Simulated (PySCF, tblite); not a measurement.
# C3H8Si: dynamics, then NMR shifts on frames

Aim: move C3H8Si (`C1C[SiH2]C1`) away from its starting geometry and see how NMR shifts follow the geometry.

Computed with tblite 0.8.0 and PySCF 2.14.0, with density-fitted response routines of our own, on a single molecule in the gas phase. Atoms count from 0, in the outputs and in this text.

### 1 Starting geometry

12 atoms, charge 0, multiplicity 1; geometry from: GFN2-xTB.

Bonds of the start (Å): C0–C1 1.54, C1–Si2 1.91, Si2–C3 1.91, C3–C0 1.54, C0–H4 1.09, C0–H5 1.09, C1–H6 1.09, C1–H7 1.09, Si2–H8 1.46, Si2–H9 1.46, C3–H10 1.09, C3–H11 1.09.

### 2 Dynamics with GFN2-xTB

Job settings and geometry (Å):

```
{"job": {"kind": "md", "xc": "GFN2-xTB", "basis": "xTB", "temperature": 300, "steps": 2000, "every": 50, "frames": 5}, "charge": 0, "multiplicity": 1}
C      0.505508    -0.984361    -0.101875
C      1.105424     0.437082    -0.075478
Si    -0.638192     1.216293     0.006384
C     -0.977802    -0.657642     0.170658
H      0.942295    -1.647378     0.644402
H      0.634152    -1.448834    -1.078651
H      1.720412     0.665351    -0.943011
H      1.718727     0.606991     0.807364
H     -1.115786     1.834647    -1.231767
H     -0.940333     2.064506     1.159912
H     -1.293181    -0.977680     1.161760
H     -1.660026    -1.109660    -0.545725
```

Level: GFN2-xTB Langevin dynamics, gas phase.

The run is started by

```sh
OMP_NUM_THREADS=1 python probes_run.py task.json out
```

The driver reads the jobs from task.json and runs them one after another.

Log:

```text
t/fs     T/K      E/eV
    0.0   261.5   -331.87906
   25.0   188.3   -331.60246
   50.0   168.2   -331.52027
   75.0   218.1   -331.64963
  100.0   154.5   -331.60482
  125.0   162.5   -331.69754
  150.0   188.7   -331.62234
  175.0   182.7   -331.55602
  200.0   220.5   -331.54244
  225.0   322.0   -331.58104
  250.0   249.0   -331.52303
  275.0   322.7   -331.51110
  300.0   338.8   -331.51310
  325.0   361.7   -331.57825
  350.0   341.8   -331.41479
  375.0   325.9   -331.56786
  400.0   324.9   -331.52087
  425.0   237.6   -331.35035
  450.0   276.6   -331.30576
  475.0   319.1   -331.43691
  500.0   382.8   -331.53125
  525.0   416.4   -331.54635
  550.0   265.4   -331.56514
  575.0   197.2   -331.46625
  600.0   252.8   -331.59281
  625.0   251.9   -331.59101
  650.0   218.3   -331.61455
  675.0   142.4   -331.57127
  700.0   142.4   -331.39683
  725.0   257.7   -331.48439
  750.0   221.1   -331.60260
  775.0   204.7   -331.33232
  800.0   244.3   -331.24647
  825.0   278.9   -331.25806
  850.0   299.7   -331.44502
  875.0   436.2   -331.51934
  900.0   307.0   -331.38298
  925.0   314.0   -331.38748
  950.0   301.3   -331.40257
  975.0   340.8   -331.44417
 1000.0   248.9   -331.37421
```

It took 7.9 s on 1 thread of Arm Neoverse V1, shared host; peak memory 0.18 GiB.

Distance from the start (root mean square after alignment): 0 fs 0.00 Å, 200 fs 0.51 Å, 400 fs 0.42 Å, 600 fs 0.27 Å, 800 fs 0.30 Å, 1000 fs 0.32 Å.

Positions (Å) and forces (eV/Å) at 1000 fs:

```xyz
12

C    -0.861   -1.840    0.546   -0.047   -2.257   -2.041
C     0.241   -1.026   -0.203    0.381   -0.093    1.549
Si   -0.093    0.445    1.071    0.034    0.182   -0.890
C    -1.478   -0.853    1.441   -0.232    2.504    1.695
H    -0.450   -2.723    1.106   -0.398    0.681   -0.621
H    -1.623   -2.194   -0.221    0.891   -0.108    0.876
H    -0.138   -0.864   -1.187    0.188    0.445   -0.691
H     1.267   -1.490   -0.269   -1.121    0.449    0.150
H    -0.275    1.859    0.630   -0.334   -0.480   -0.316
H     0.785    0.790    2.176    0.359   -0.457    0.342
H    -1.376   -1.120    2.489   -0.346   -0.203    0.196
H    -2.515   -0.480    1.302    0.627   -0.663   -0.249
```

### 3 Shielding tensors: 250 fs, PBE0/pcSseg-1

Job settings and geometry (Å):

```
{"job": {"kind": "nmr", "xc": "PBE0", "basis": "pcSseg-1", "pop": false}, "charge": 0, "multiplicity": 1}
C     -0.282800    -0.893400    -0.008300
C      0.703700     0.269500     0.186200
Si    -0.703200     1.418100     0.720600
C     -1.640400    -0.120900    -0.088500
H     -0.291000    -1.583900     0.877900
H     -0.089400    -1.653200    -0.851000
H      1.012500     0.626400    -0.768700
H      1.543000     0.051300     0.763600
H     -0.621500     2.663900    -0.054200
H     -0.874600     1.790400     2.164000
H     -2.462800    -0.629600     0.381700
H     -1.945600    -0.044400    -1.160400
```

Method: GIAO PBE0/pcSseg-1 NMR shielding, non-relativistic, gas phase.

Log:

```text
coarse grid: 9848 points
cycle   1  E = -408.2233895438  dE =  1.915e-01  |g| = 3.964e-01  |ddm| = 2.941e+00
cycle   2  E = -408.1921738235  dE =  3.122e-02  |g| = 5.200e-01  |ddm| = 8.410e-01
cycle   3  E = -408.2660968344  dE = -7.392e-02  |g| = 3.222e-02  |ddm| = 5.243e-01
cycle   4  E = -408.2663225087  dE = -2.257e-04  |g| = 1.364e-02  |ddm| = 4.553e-02
cycle   5  E = -408.2663632725  dE = -4.076e-05  |g| = 4.277e-03  |ddm| = 1.424e-02
cycle   6  E = -408.2663677908  dE = -4.518e-06  |g| = 5.736e-04  |ddm| = 3.720e-03
final grid: 88528 points
cycle   7  E = -408.2913205172  dE = -1.802e-05  |g| = 6.592e-03  |ddm| = 1.870e-02
cycle   8  E = -408.2913114085  dE =  9.109e-06  |g| = 8.788e-03  |ddm| = 1.373e-02
cycle   9  E = -408.2913319419  dE = -2.053e-05  |g| = 3.488e-04  |ddm| = 8.032e-03
cycle  10  E = -408.2913319647  dE = -2.287e-08  |g| = 1.106e-04  |ddm| = 4.192e-04
cycle  11  E = -408.2913319675  dE = -2.761e-09  |g| = 3.852e-05  |ddm| = 1.289e-04
cycle  12  E = -408.2913319679  dE = -3.699e-10  |g| = 5.837e-06  |ddm| = 3.789e-05
converged SCF energy = -408.2913319679

GIAO shielding tensors (ppm)
atom      isotropic    diamagn.    paramagn.     s11        s22        s33       span
  0 C      154.104     248.338     -94.233    132.867    157.411    172.035     39.167
  1 C      177.684     250.783     -73.099    156.727    177.390    198.935     42.208
  2 Si     372.727     878.254    -505.527    341.157    343.162    433.861     92.704
  3 C      165.963     252.207     -86.244    142.133    164.936    190.820     48.687
  4 H       28.487      30.726      -2.239     25.306     27.274     32.881      7.575
  5 H       28.209      29.462      -1.253     24.035     25.710     34.882     10.847
  6 H       30.557      31.946      -1.389     27.784     28.335     35.551      7.768
  7 H       31.676      31.800      -0.124     27.423     28.406     39.200     11.777
  8 H       26.610      28.611      -2.000     23.810     24.406     31.616      7.806
  9 H       26.318      27.763      -1.445     24.040     24.373     30.541      6.501
 10 H       30.316      30.330      -0.014     26.513     27.562     36.873     10.359
 11 H       29.007      29.801      -0.793     25.734     27.127     34.160      8.426
```

Run time: 7.8 s. Hardware: 1 thread of Arm Neoverse V1, shared host; peak memory 0.54 GiB.

The references, computed at this level on geometries of the same kind, shield at (ppm): 1H TMS 31.72, 13C TMS 186.9, 29Si TMS 349.2. Their shielding less the atom's gives the shift. The references are single molecules in the gas phase. Each atom is listed at this fixed geometry, with no averaging over motion; a spectrum would average atoms that exchange fast.

| atoms | environment | σ (ppm) | δ (ppm) |
| --- | --- | --- | --- |
| C0 | sp3 CH2 in a ring | 154.1 | 32.8 |
| C3 | sp3 CH2 bonded to Si | 166.0 | 21.0 |
| C1 | sp3 CH2 bonded to Si | 177.7 | 9.2 |
| H9 | hydrogen on a silicon bonded to 2 C, in a 4-membered ring | 26.32 | 5.40 |
| H8 | hydrogen on a silicon bonded to 2 C, in a 4-membered ring | 26.61 | 5.11 |
| H5 | hydrogen on an sp3 CH2 in a ring | 28.21 | 3.51 |
| H4 | hydrogen on an sp3 CH2 in a ring | 28.49 | 3.23 |
| H11 | hydrogen on an sp3 CH2 bonded to Si | 29.01 | 2.71 |
| H10 | hydrogen on an sp3 CH2 bonded to Si | 30.32 | 1.40 |
| H6 | hydrogen on an sp3 CH2 bonded to Si | 30.56 | 1.16 |
| H7 | hydrogen on an sp3 CH2 bonded to Si | 31.68 | 0.04 |
| Si2 | silicon bonded to 2 C, 2 H, in a 4-membered ring | 372.7 | -23.6 |

Ring of atoms C0, C1, Si2, C3: NICS(0) 0.5, NICS(1) -0.5, NICS(1)zz 5.1 ppm (means of both faces).

### 4 NMR shieldings: 425 fs, PBE0/pcSseg-1

Job settings and geometry (Å):

```
{"job": {"kind": "nmr", "xc": "PBE0", "basis": "pcSseg-1", "pop": false}, "charge": 0, "multiplicity": 1}
C     -0.444400    -0.876800    -0.307200
C      0.641700    -0.064100     0.445500
Si    -0.817300     0.545800     1.622300
C     -1.729300    -0.200200     0.138500
H     -0.375700    -1.833400     0.140300
H     -0.249300    -0.906400    -1.335400
H      1.105700     0.699700    -0.261500
H      1.545800    -0.620100     0.832300
H     -1.064200     1.959000     1.999100
H     -1.219200    -0.122700     2.770500
H     -2.528200    -0.875700     0.506100
H     -2.148600     0.398000    -0.614100
```

Level: GIAO PBE0/pcSseg-1 NMR shielding, non-relativistic, gas phase.

Log:

```text
coarse grid: 9848 points
cycle   1  E = -408.2158528766  dE =  2.874e-01  |g| = 3.909e-01  |ddm| = 2.967e+00
cycle   2  E = -408.1855410588  dE =  3.031e-02  |g| = 5.132e-01  |ddm| = 8.348e-01
cycle   3  E = -408.2572514469  dE = -7.171e-02  |g| = 3.206e-02  |ddm| = 5.305e-01
cycle   4  E = -408.2575047341  dE = -2.533e-04  |g| = 1.170e-02  |ddm| = 4.710e-02
cycle   5  E = -408.2575327487  dE = -2.801e-05  |g| = 5.259e-03  |ddm| = 1.439e-02
cycle   6  E = -408.2575397455  dE = -6.997e-06  |g| = 5.183e-04  |ddm| = 4.748e-03
final grid: 88528 points
cycle   7  E = -408.2817788366  dE = -1.845e-05  |g| = 6.732e-03  |ddm| = 1.877e-02
cycle   8  E = -408.2817695907  dE =  9.246e-06  |g| = 8.930e-03  |ddm| = 1.403e-02
cycle   9  E = -408.2817906413  dE = -2.105e-05  |g| = 3.849e-04  |ddm| = 8.283e-03
cycle  10  E = -408.2817906714  dE = -3.006e-08  |g| = 1.465e-04  |ddm| = 5.103e-04
cycle  11  E = -408.2817906765  dE = -5.172e-09  |g| = 3.621e-05  |ddm| = 1.471e-04
cycle  12  E = -408.2817906769  dE = -3.176e-10  |g| = 8.280e-06  |ddm| = 4.159e-05
converged SCF energy = -408.2817906769

GIAO shielding tensors (ppm)
atom      isotropic    diamagn.    paramagn.     s11        s22        s33       span
  0 C      168.170     249.302     -81.132    140.967    180.339    183.203     42.236
  1 C      160.381     250.787     -90.406    133.348    161.670    186.125     52.777
  2 Si     375.461     878.507    -503.045    327.570    341.419    457.395    129.825
  3 C      181.961     251.317     -69.356    153.546    185.759    206.578     53.032
  4 H       29.690      31.968      -2.278     25.624     29.278     34.168      8.544
  5 H       30.444      32.062      -1.618     24.884     28.622     37.827     12.943
  6 H       28.560      29.974      -1.414     25.471     26.712     33.497      8.026
  7 H       29.266      29.456      -0.190     25.479     26.527     35.792     10.313
  8 H       26.531      28.174      -1.642     23.788     24.185     31.621      7.834
  9 H       27.507      30.194      -2.687     24.968     25.939     31.613      6.645
 10 H       30.158      29.188       0.970     26.234     27.017     37.224     10.990
 11 H       31.149      31.485      -0.335     27.655     28.662     37.131      9.476
```

Run time: 7.4 s. Hardware: 1 thread of Arm Neoverse V1, shared host; peak memory 0.56 GiB.

Key values: δ C1 26.5, C0 18.8, C3 5.0, Si2 -26.3, H8 5.19, H9 4.21 ppm.

### 5 Nuclear shieldings: 625 fs, PBE0/pcSseg-1

Job settings and geometry (Å):

```
{"job": {"kind": "nmr", "xc": "PBE0", "basis": "pcSseg-1", "pop": false}, "charge": 0, "multiplicity": 1}
C     -0.607000    -1.281200    -0.166400
C      0.537400    -0.893600     0.749300
Si    -0.536300     0.453400     1.533700
C     -1.790400    -0.733300     0.665000
H     -0.610600    -2.368800    -0.455300
H     -0.438200    -0.733400    -1.128100
H      1.431700    -0.596600     0.103000
H      0.822200    -1.732400     1.396000
H     -0.175900     1.749700     0.998700
H     -0.609300     0.384800     3.036300
H     -2.113500    -1.501500     1.347800
H     -2.611000    -0.262300     0.096800
```

Level: GIAO PBE0/pcSseg-1 NMR shielding, non-relativistic, gas phase.

Log:

```text
coarse grid: 9848 points
cycle   1  E = -408.2223096945  dE =  2.290e-01  |g| = 4.049e-01  |ddm| = 2.940e+00
cycle   2  E = -408.1827980547  dE =  3.951e-02  |g| = 5.548e-01  |ddm| = 9.063e-01
cycle   3  E = -408.2672861861  dE = -8.449e-02  |g| = 2.739e-02  |ddm| = 5.697e-01
cycle   4  E = -408.2674538983  dE = -1.677e-04  |g| = 9.719e-03  |ddm| = 3.904e-02
cycle   5  E = -408.2674723674  dE = -1.847e-05  |g| = 3.622e-03  |ddm| = 1.103e-02
cycle   6  E = -408.2674756050  dE = -3.238e-06  |g| = 4.828e-04  |ddm| = 3.059e-03
final grid: 88528 points
cycle   7  E = -408.2917425402  dE = -1.471e-05  |g| = 6.320e-03  |ddm| = 1.756e-02
cycle   8  E = -408.2917330222  dE =  9.518e-06  |g| = 8.700e-03  |ddm| = 1.356e-02
cycle   9  E = -408.2917531430  dE = -2.012e-05  |g| = 2.895e-04  |ddm| = 7.980e-03
cycle  10  E = -408.2917531600  dE = -1.696e-08  |g| = 5.657e-05  |ddm| = 3.855e-04
cycle  11  E = -408.2917531606  dE = -6.331e-10  |g| = 2.573e-05  |ddm| = 9.535e-05
converged SCF energy = -408.2917531606

GIAO shielding tensors (ppm)
atom      isotropic    diamagn.    paramagn.     s11        s22        s33       span
  0 C      156.396     251.509     -95.113    139.787    157.773    171.628     31.841
  1 C      171.917     252.123     -80.206    152.168    172.178    191.406     39.238
  2 Si     381.495     878.817    -497.322    352.491    361.025    430.969     78.478
  3 C      168.192     254.321     -86.130    145.157    172.134    187.284     42.127
  4 H       28.600      30.084      -1.484     24.334     26.197     35.269     10.935
  5 H       28.557      31.891      -3.334     25.139     27.642     32.890      7.751
  6 H       29.080      30.303      -1.223     24.808     26.666     35.767     10.959
  7 H       29.683      30.875      -1.193     26.740     27.670     34.638      7.897
  8 H       26.937      28.894      -1.956     24.461     25.125     31.227      6.766
  9 H       26.275      28.229      -1.954     23.493     23.850     31.483      7.991
 10 H       29.912      30.608      -0.696     26.999     27.938     34.799      7.799
 11 H       29.660      29.596       0.064     26.033     26.464     36.482     10.449
```

It took 6.5 s on 1 thread of Arm Neoverse V1, shared host; peak memory 0.56 GiB.

Key values: δ C0 30.5, C3 18.7, C1 15.0, Si2 -32.3, H9 5.44, H8 4.78 ppm.

### 6 Nuclear shieldings: 800 fs, PBE0/pcSseg-1

Job settings and geometry (Å):

```
{"job": {"kind": "nmr", "xc": "PBE0", "basis": "pcSseg-1", "pop": false}, "charge": 0, "multiplicity": 1}
C     -0.882200    -1.253300    -0.114200
C      0.475400    -0.474900    -0.152700
Si    -0.332100     0.540600     1.338200
C     -1.783500    -0.520200     0.874000
H     -0.764500    -2.301500     0.125600
H     -1.243700    -1.273400    -1.172000
H      0.673800    -0.112500    -1.186500
H      1.260500    -1.145100     0.195500
H     -0.279800     1.988100     0.937100
H      0.076900     0.221900     2.646200
H     -2.448700    -1.197400     1.458100
H     -2.384900     0.156100     0.301000
```

Method: GIAO PBE0/pcSseg-1 NMR shielding, non-relativistic, gas phase.

Log:

```text
coarse grid: 9848 points
cycle   1  E = -408.2095594107  dE =  2.687e-01  |g| = 4.049e-01  |ddm| = 2.975e+00
cycle   2  E = -408.1799277174  dE =  2.963e-02  |g| = 5.217e-01  |ddm| = 9.132e-01
cycle   3  E = -408.2542462911  dE = -7.432e-02  |g| = 2.891e-02  |ddm| = 5.608e-01
cycle   4  E = -408.2544235952  dE = -1.773e-04  |g| = 1.138e-02  |ddm| = 4.005e-02
cycle   5  E = -408.2544502128  dE = -2.662e-05  |g| = 3.793e-03  |ddm| = 1.259e-02
cycle   6  E = -408.2544537799  dE = -3.567e-06  |g| = 5.414e-04  |ddm| = 3.370e-03
final grid: 88528 points
cycle   7  E = -408.2787827840  dE = -1.611e-05  |g| = 6.656e-03  |ddm| = 1.762e-02
cycle   8  E = -408.2787743845  dE =  8.399e-06  |g| = 8.716e-03  |ddm| = 1.431e-02
cycle   9  E = -408.2787944820  dE = -2.010e-05  |g| = 2.785e-04  |ddm| = 8.240e-03
cycle  10  E = -408.2787944966  dE = -1.459e-08  |g| = 7.412e-05  |ddm| = 3.622e-04
cycle  11  E = -408.2787944976  dE = -1.041e-09  |g| = 3.562e-05  |ddm| = 9.300e-05
cycle  12  E = -408.2787944979  dE = -3.129e-10  |g| = 4.696e-06  |ddm| = 3.246e-05
converged SCF energy = -408.2787944979

GIAO shielding tensors (ppm)
atom      isotropic    diamagn.    paramagn.     s11        s22        s33       span
  0 C      159.601     250.694     -91.093    129.459    166.449    182.895     53.436
  1 C      178.514     249.517     -71.004    167.617    170.954    196.970     29.353
  2 Si     363.241     878.601    -515.360    257.731    377.833    454.159    196.428
  3 C      186.621     256.021     -69.400    169.042    181.597    209.224     40.182
  4 H       29.208      31.495      -2.287     24.248     28.843     34.534     10.286
  5 H       28.202      30.718      -2.516     22.794     27.521     34.291     11.496
  6 H       29.699      30.611      -0.912     25.516     27.887     35.694     10.179
  7 H       30.063      30.832      -0.769     26.297     28.847     35.045      8.748
  8 H       25.403      27.815      -2.411     22.234     23.605     30.370      8.136
  9 H       26.542      29.427      -2.884     23.423     24.726     31.479      8.057
 10 H       30.257      29.204       1.053     25.827     27.448     37.495     11.668
 11 H       30.538      31.664      -1.126     27.669     28.840     35.107      7.438
```

It took 7.3 s on 1 thread of Arm Neoverse V1, shared host; peak memory 0.56 GiB.

This run: δ C0 27.3, C1 8.4, C3 0.3, Si2 -14.1, H8 6.31, H9 5.17 ppm.

### 7 Shielding tensors: 1000 fs, PBE0/pcSseg-1

Job settings and geometry (Å):

```
{"job": {"kind": "nmr", "xc": "PBE0", "basis": "pcSseg-1", "pop": false}, "charge": 0, "multiplicity": 1}
C     -0.860600    -1.840400     0.546500
C      0.241100    -1.025500    -0.203200
Si    -0.092600     0.445400     1.071400
C     -1.477800    -0.853400     1.440700
H     -0.449900    -2.723100     1.106300
H     -1.622900    -2.193800    -0.221400
H     -0.138100    -0.864300    -1.186800
H      1.266700    -1.490500    -0.269300
H     -0.274500     1.859100     0.629700
H      0.785500     0.790300     2.175800
H     -1.375600    -1.120200     2.488500
H     -2.515000    -0.480500     1.302300
```

With the program's defaults for keys left out, this is: GIAO PBE0/pcSseg-1 NMR shielding, non-relativistic, gas phase.

Log:

```text
coarse grid: 9848 points
cycle   1  E = -408.2189873891  dE =  2.150e-01  |g| = 3.850e-01  |ddm| = 2.957e+00
cycle   2  E = -408.1847579295  dE =  3.423e-02  |g| = 5.203e-01  |ddm| = 8.112e-01
cycle   3  E = -408.2589160973  dE = -7.416e-02  |g| = 3.255e-02  |ddm| = 5.365e-01
cycle   4  E = -408.2592131897  dE = -2.971e-04  |g| = 9.181e-03  |ddm| = 5.108e-02
cycle   5  E = -408.2592300075  dE = -1.682e-05  |g| = 3.695e-03  |ddm| = 1.120e-02
cycle   6  E = -408.2592335689  dE = -3.561e-06  |g| = 3.723e-04  |ddm| = 3.435e-03
final grid: 88528 points
cycle   7  E = -408.2832406195  dE = -1.409e-05  |g| = 6.212e-03  |ddm| = 1.614e-02
cycle   8  E = -408.2832307071  dE =  9.912e-06  |g| = 8.671e-03  |ddm| = 1.349e-02
cycle   9  E = -408.2832509198  dE = -2.021e-05  |g| = 3.079e-04  |ddm| = 8.080e-03
cycle  10  E = -408.2832509393  dE = -1.943e-08  |g| = 6.273e-05  |ddm| = 4.287e-04
cycle  11  E = -408.2832509401  dE = -8.820e-10  |g| = 2.311e-05  |ddm| = 9.738e-05
converged SCF energy = -408.2832509401

GIAO shielding tensors (ppm)
atom      isotropic    diamagn.    paramagn.     s11        s22        s33       span
  0 C      159.436     249.337     -89.900    140.472    166.445    171.391     30.919
  1 C      163.480     250.221     -86.741    126.493    171.074    192.873     66.380
  2 Si     370.074     878.253    -508.179    290.206    344.415    475.602    185.396
  3 C      175.694     254.775     -79.081    146.980    171.008    209.094     62.114
  4 H       28.352      28.651      -0.298     23.978     27.501     33.578      9.600
  5 H       27.943      28.511      -0.568     23.347     26.726     33.755     10.408
  6 H       29.534      32.173      -2.638     26.031     28.131     34.442      8.411
  7 H       29.060      29.506      -0.446     25.526     26.216     35.438      9.912
  8 H       26.282      28.648      -2.366     23.959     24.355     30.533      6.574
  9 H       26.616      29.303      -2.687     24.393     25.076     30.379      5.987
 10 H       29.833      29.880      -0.047     26.551     27.011     35.937      9.387
 11 H       29.520      29.433       0.087     25.985     26.603     35.972      9.987
```

Run time: 6.3 s. Hardware: 1 thread of Arm Neoverse V1, shared host; peak memory 0.56 GiB.

In short: δ C0 27.5, C1 23.4, C3 11.2, Si2 -20.9, H8 5.43, H9 5.10 ppm.

### 8 Comparing the runs: NMR shifts

Shifts (ppm) of some atoms, chosen among heavy atoms and hydrogens apart, with basis size and wall time:

| frame | C0 | C3 | C1 | H5 | H11 | H7 | Si2 | functions | time |
| --- | --- | --- | --- | --- | --- | --- | --- | --- | --- |
| 250 fs | 32.8 | 21.0 | 9.2 | 3.51 | 2.71 | 0.04 | -23.6 | 115 | 7.8 s |
| 425 fs | 18.8 | 5.0 | 26.5 | 1.27 | 0.57 | 2.45 | -26.3 | 115 | 7.4 s |
| 625 fs | 30.5 | 18.7 | 15.0 | 3.16 | 2.06 | 2.03 | -32.3 | 115 | 6.5 s |
| 800 fs | 27.3 | 0.3 | 8.4 | 3.51 | 1.18 | 1.65 | -14.1 | 115 | 7.3 s |
| 1000 fs | 27.5 | 11.2 | 23.4 | 3.77 | 2.20 | 2.66 | -20.9 | 115 | 6.3 s |

### 9 Summary of results

```
                                       quantity                                               value
                                     thermostat                                               300 K
                  mean temperature, second half                                               273 K
        mean potential energy above the minimum                                             0.41 eV
 13C shifts against TMS (PBE0/pcSseg-1, 250 fs)                                 32.8, 21.0, 9.2 ppm
  1H shifts against TMS (PBE0/pcSseg-1, 250 fs)  5.40, 5.11, 3.51, 3.23, 2.71, 1.40, 1.16, 0.04 ppm
29Si shifts against TMS (PBE0/pcSseg-1, 250 fs)                                           -23.6 ppm
                       range of the shift of C3                                     0.3 to 21.0 ppm
```

In the second half the potential energy averages 0.41 eV above the minimum; equipartition over 30 harmonic modes at 300 K would give 0.39 eV. With 12 atoms the temperature swings widely (142 to 436 K). Shifts at one fixed geometry are not the observed spectrum, which averages over the motion. In the first frame run (250 fs): The widest tensor belongs to Si2: span 93 ppm, with a paramagnetic part of -506 ppm. Across the 5 runs the shift of C3 moves most, between 0.3 (800 fs) and 21.0 ppm (250 fs).
